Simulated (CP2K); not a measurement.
Bi2Te3 (Tellurobismuthite):

```xyz
5
Lattice="10.4763 0.0000 0.0000 9.5582 4.2888 0.0000 9.5582 2.0461 3.7693" Properties=species:S:1:pos:R:3 pbc="T T T"
Bi   17.7556    3.8010    2.2616
Bi   11.8371    2.5340    1.5077
Te   23.3930    5.0078    2.9796
Te    6.1997    1.3272    0.7897
Te    0.0000    0.0000    0.0000
```

Base run:

| Quantity | Value |
| --- | --- |
| Program | CP2K 2026.2 |
| Functional | PBE |
| Potentials or basis | POTENTIAL_UZH Bi GTH-PBE-q5, Te GTH-PBE-q6; TZVP-MOLOPT-PBE-GTH basis |
| Density cutoff | 6123 eV |
| k mesh | 7 × 7 × 7 |
| Occupations | fermi-dirac, width 0.05 eV |
| Spin | no spin polarisation |

Its results: band gap on the k mesh 0.27 eV, direct; pressure 2.5 GPa; largest force 0.047 eV/Å.

**Question.** The run is repeated on the same cell with these changes: functional from PBE to PBEsol. What comes out?

**Answer.** Band gap on the k mesh 0.21 eV, direct; pressure 1.3 GPa; largest force 0.152 eV/Å.

PBEsol binds more tightly than PBE, so the same cell stands under less pressure.

Caveats: spin-orbit coupling is left out, which as a rule narrows the gap of such compounds by several tenths of an eV; the basis of atomic orbitals isn't converged, which shifts pressures, moduli and gaps; the potentials were made for another functional, which shifts forces and pressure (some runs).

Not every run made on this cell is shown here.
